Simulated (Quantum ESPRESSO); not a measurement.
Crystal: Sr2Re.

```
Sr Re
1.0
     0.00000    3.29952    3.29952
     3.29952    0.00000    3.29952
     3.29952    3.29952    0.00000
Sr Re
2 1
Direct
  0.25000 0.25000 0.25000
  0.50000 0.50000 0.50000
  0.00000 0.00000 0.00000
```

The cell was built by a generator and needn't be a form met in nature.

Base run:

* Program: Quantum ESPRESSO 7.5
* Functional: PBE
* Potentials or basis: SSSP 1.3 efficiency PBE
* Cutoff: 748 eV
* Density cutoff: 5987 eV
* k mesh: 7 × 7 × 7
* Occupations: fermi-dirac, width 0.05 eV
* Spin: no spin polarisation

Its results: band gap on the k mesh none (metal or under the smearing width); pressure 14.7 GPa.

Q: The run is repeated on the same cell with these changes: functional from PBE to optB86b-vdW; occupations from fermi-dirac, width 0.05 eV to cold, width 0.05 eV. What comes out?

A: Band gap on the k mesh none (metal or under the smearing width); pressure 12.1 GPa.

Caveats: the potentials were made for another functional, which shifts forces and pressure (some runs); spin-orbit coupling is left out, which moves the levels of the heavy elements (some runs).
